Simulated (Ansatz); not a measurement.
Ge2Sb2Te5:

```
CELL_PARAMETERS angstrom
4.29406 0.00000 0.00000
-2.14703 3.71877 0.00000
0.00000 0.00000 17.10135
ATOMIC_POSITIONS crystal
Te 0.66667 0.33333 0.41989
Te 0.33333 0.66667 0.58011
Te 0.33333 0.66667 0.20154
Te 0.66667 0.33333 0.79846
Te 0.00000 0.00000 0.00000
Sb 0.00000 0.00000 0.32007
Sb 0.00000 0.00000 0.67993
Ge 0.66667 0.33333 0.10290
Ge 0.33333 0.66667 0.89711
```

The cell comes from a database or a generator and needn't be the stable form of this composition.

```yaml
Program: Ansatz 0.2.0
Task: relaxation of cell and atoms
Functional: BLYP
Potentials_or_basis: Ansatz PAW
Cutoff: "420 eV (not typed: the program's choice for these potentials)"
k_mesh: 5 × 5 × 2
Occupations: fermi-dirac, width 0.05 eV
Spin: no spin polarisation
```

At the start: volume 30.34 Å³/atom.

**Question.** Where does the relaxation end?

**Answer.** It ends after 15 steps and the volume is 39.62 Å³/atom (+30.6 %); space group P-3m1 (No. 164, to 0.05 Å).

Step by step:
| step | energy change (eV) | largest force (eV/Å) | volume (Å³) |
| --- | --- | --- | --- |
| 1 | 0.0000 | 0.0827 | 273.09 |
| 2 | -0.3226 | 0.3541 | 312.50 |
| 3 | -0.4241 | 0.0890 | 307.89 |
| 4 | -0.4554 | 0.0566 | 309.83 |
| 5 | -0.4748 | 0.0244 | 316.85 |
| 6 | -0.4799 | 0.0187 | 322.92 |
| 7 | -0.4800 | 0.0215 | 324.53 |
| 8 | -0.4801 | 0.0021 | 325.14 |
| 9 | -0.4969 | 0.0020 | 325.14 |
| 10 | -0.5031 | 0.0128 | 331.06 |
| 11 | -0.5092 | 0.0139 | 341.59 |
| 12 | -0.5120 | 0.0161 | 352.82 |
| 13 | -0.5113 | 0.0059 | 358.28 |
| 14 | -0.5118 | 0.0044 | 356.55 |
| 15 | -0.5180 | 0.0047 | 356.55 |

Final structure:
```
CELL_PARAMETERS angstrom
4.42105 0.00000 0.00000
-2.21052 3.82874 0.00000
0.00000 0.00000 21.06397
ATOMIC_POSITIONS crystal
Te 0.66667 0.33333 0.34809
Te 0.33333 0.66667 0.65191
Te 0.33333 0.66667 0.16745
Te 0.66667 0.33333 0.83255
Te 0.00000 0.00000 0.00000
Sb 0.00000 0.00000 0.26809
Sb 0.00000 0.00000 0.73191
Ge 0.66667 0.33333 0.08598
Ge 0.33333 0.66667 0.91402
```

Caveat: the volume moved by over 15 % at a fixed basis, so the end points are rough; the plane-wave basis is chosen anew once the cell has moved, so the energies of steps on either side of that aren't comparable; the PAW data sets come from PBE, with cores solved anew for the run's functional, which leaves a small shift of forces and pressure.
